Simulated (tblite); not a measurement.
# C2H6O3Si3: the cost of one run

Programs: tblite 0.8.0 and PySCF 2.14.0. All values are calculated, for the isolated system unless a continuum is named. Atoms count from 0, parts from 1.

## (1) The system as given

14 atoms, charge 0, multiplicity 1; geometry: distance geometry start.

## (2) Relaxing the cluster with GFN2-xTB

The job: settings as JSON, then the geometry in Å.

```
{"job": {"kind": "relax", "xc": "GFN2-xTB", "basis": "xTB"}, "charge": 0, "multiplicity": 1}
O     -1.440437     1.358569     0.141819
Si    -2.028722    -0.156817     0.776424
O     -0.691450    -1.000498     1.613213
Si     1.013346    -0.909095     1.139652
O      1.346523     0.691955     0.482675
Si     0.197696     1.675651    -0.436710
C      0.621566     3.447953    -0.249480
C      0.738556     4.915922    -0.224532
H     -3.075117     0.036596     1.705741
H     -2.499032    -0.988557    -0.298842
H      1.294407    -1.909391     0.168154
H      1.841179    -1.116800     2.272808
H      0.282108     1.330297    -1.824397
H      0.699196     5.947905    -0.351296
```

With the program's defaults for keys left out, this is: GFN2-xTB geometry optimisation, gas phase.

Command:

```sh
$ OMP_NUM_THREADS=1 python cluster_run.py task.json out
```

This one command runs all jobs of the session in turn.

**Question.** How long does this first job take on 1 thread of Arm Neoverse V1, shared host?

About 3.3 s.
